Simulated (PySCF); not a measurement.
# A diatomic session: BeC+

One job finds the state of BeC+, follows it along the bond with each method and fits the curves.

Computed with PySCF 2.14.0. Level: Be jorge-DZP-DKH, C jorge-DZP-DKH, spin-free X2C with a Gaussian nucleus.

## Step 1: Set-up

The job is set up so:

| Item | Value |
| --- | --- |
| atoms | Be, C |
| charge | 1 |
| basis | Be jorge-DZP-DKH, C jorge-DZP-DKH |
| Hamiltonian | spin-free X2C with a Gaussian nucleus |
| basis functions | 30 |
| electrons treated | 9 |
| masses in u | 9.0122, 12.0000 |
| levels | PBE0, PBE, r²SCAN, TPSS, M06, B97-3, LC-ωPBE, HF, MP2, SCS-MP2, CCSD, CCSD(T) |
| grid | 80 radial by 434 angular points |
| occupations | held fixed by the projection of orbital angular momentum |
| dissociation limit | Be+ + C, each in its ground configuration |
| starting distance in angstrom | 1.770 |
| values of 2S to try | 1, 3 |

Launch:

```bash
$ OMP_NUM_THREADS=1 python dia.py task.json out
```

After this run come: The PBE0 curve of the state that the search chose; Other states along the same grid; PBE (GGA); r²SCAN; TPSS; M06 (hybrid meta-GGA); B97-3 (global hybrid GGA); LC-ωPBE (range-separated hybrid); UHF (mean field); MP2 and coupled cluster.

Q: Predict the outcome of this session. Wanted: for each run, Re; ωe; De; μ.

The runs gave:

Lowest PBE0 solution found, without spin–orbit coupling: ⁴Σ⁻ (quartet), unpaired electrons σ ↑, π ↑↑. State 2 has its PBE0 minimum 0.76 eV higher. State 3 has its PBE0 minimum 0.93 eV higher, as a spin-mixed determinant (⟨S²⟩ = 1.76), so this is no gap between pure states. State 4 has its PBE0 minimum 1.11 eV higher, as a spin-mixed determinant (⟨S²⟩ = 1.76), so this is no gap between pure states. The other levels ran on the lowest alone.

```
      level  Re (Å)  ωe (cm⁻¹)  De (eV)  μ (D)
        UHF   1.574       1182     1.97  -6.08
    UHF-MP2   1.590       1134     2.46    n/a
UHF-SCS-MP2   1.588       1135     2.19    n/a
   UHF-CCSD   1.596       1111     2.38    n/a
UHF-CCSD(T)   1.600       1097     2.43    n/a
        PBE   1.606       1064     2.94  -5.14
       TPSS   1.603       1079     2.89  -5.27
     r²SCAN   1.597       1101     2.94  -5.44
       PBE0   1.589       1119     2.79  -5.44
      B97-3   1.586       1128     2.65  -5.58
        M06   1.586       1142     2.86  -5.56
    LC-ωPBE   1.579       1157     2.74  -5.66
```

De is counted to Be+ + C in their ground configurations. A positive dipole points from Be to C; in an ion it is taken about the centre of mass and does not tell which atom is negative.

Differences from CCSD(T) in the same basis:

```
      level  Re (mÅ)  ωe (%)
        UHF      -27    +7.8
    UHF-MP2      -10    +3.4
UHF-SCS-MP2      -13    +3.5
   UHF-CCSD       -4    +1.3
        PBE       +6    -3.0
       TPSS       +3    -1.6
     r²SCAN       -4    +0.4
       PBE0      -12    +2.0
      B97-3      -14    +2.9
        M06      -15    +4.1
    LC-ωPBE      -21    +5.5
```

Against CCSD(T) in the same basis, the bond length is nearest at TPSS (+3 mÅ) and farthest at UHF (-27 mÅ); the wavenumber is nearest at r²SCAN (+0.4 %) and farthest at UHF (+7.8 %). Hartree–Fock falls on the short and stiff side, its usual fault. PBE gives a bond that is too long and too soft, as GGAs tend to. CCSD(T) in a basis this small is itself some way from its limit, more so than the functionals. Of the levels with a De here, UHF gives the least (1.97 eV) and PBE the most (2.94 eV).

Correlated steps freeze 1 core orbital.
